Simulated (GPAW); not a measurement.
Wanted: an ASE script for a GPAW 26.7.0 run.

```yaml
Task: band structure
Functional: PBEsol
Potentials_or_basis: PAW data sets generated in the run's folder for this functional
Cutoff: 600 eV
Basis: pw
k_mesh: 7 × 7 × 7
Occupations: fermi-dirac, width 0.05 eV
Spin: no spin polarisation
Maxiter: 150
Band_path: GXYSGZS1NPY1Z,XP
Band_points: 80
```

Crystal: Ir3Rh.

```xyz
4
Lattice="-1.9191 1.9191 3.8427 1.9191 -1.9191 3.8427 1.9191 1.9191 -3.8427" Properties=species:S:1:pos:R:3 pbc="T T T"
Ir    0.0000    0.0000    3.8427
Ir    1.9191    0.0000    1.9214
Ir    0.0000    1.9191    1.9214
Rh    0.0000    0.0000    0.0000
```

The cell comes from a database or a generator and needn't be the stable form of this composition.

One way to write it, as run:

run.py

```python
from ase import Atoms
from ase.dft.bandgap import bandgap
from ase.io import write
from ase.units import GPa
from gpaw import GPAW, PW, setup_paths

setup_paths.insert(0, '.')

atoms = Atoms(['Ir', 'Ir', 'Ir', 'Rh'],
              cell=[[-1.9190887, 1.9190887, 3.84271007],
                    [1.9190887, -1.9190887, 3.84271007],
                    [1.9190887, 1.9190887, -3.84271007]],
              scaled_positions=[[0.5, 0.5, 0.0],
                                [0.25, 0.75, 0.5],
                                [0.75, 0.25, 0.5],
                                [0.0, 0.0, 0.0]],
              pbc=True)

calc = GPAW(mode=PW(600),
            xc='PBEsol',
            kpts={'size': (7, 7, 7), 'gamma': True},
            occupations={'name': 'fermi-dirac', 'width': 0.05},
            nbands=52,
            convergence={'density': 1e-05, 'energy': 1e-05},
            maxiter=150,
            txt='gpaw.txt')
atoms.calc = calc
energy = atoms.get_potential_energy()
forces = atoms.get_forces()
stress = atoms.get_stress()
calc.write('gs.gpw')
write('result.traj', atoms)
print(f'Energy: {energy:.6f} eV')
print('Forces (eV/A):')
print(forces.round(4))
print('Stress (GPa):', (stress / GPa).round(3))
print('Fermi level:', round(calc.get_fermi_level(), 4), 'eV')
print(f'Gap: {bandgap(calc)[0]:.4f} eV, direct: {bandgap(calc, direct=True)[0]:.4f} eV')

path = atoms.cell.bandpath('GXYSGZS1NPY1Z,XP', npoints=80, eps=1e-4)
bs_calc = calc.fixed_density(kpts=path, symmetry='off', nbands=71,
                             convergence={'bands': 'CBM+6.0', 'eigenstates': 1e-6}, txt='bands.txt')
bs = bs_calc.band_structure()
bs.write('bs.json')
print(f'Gap on the path: {bandgap(bs_calc)[0]:.4f} eV')
```

Potentials or basis: PAW data sets generated in the run's folder for this functional, pw.

The run is started by

```console
$ gpaw-setup -f PBEsol Ir Rh
$ OMP_NUM_THREADS=1 python run.py
```

It gave:

```json
{"Pressure": "-6.4 GPa", "Band gap along the path": "none (metal or under the smearing width)"}
```

Caveat: spin-orbit coupling is left out, which moves the levels of the heavy elements.

It took 4 min on 1 thread of Arm Neoverse V2, on a shared host, peak memory 0.51 GiB.
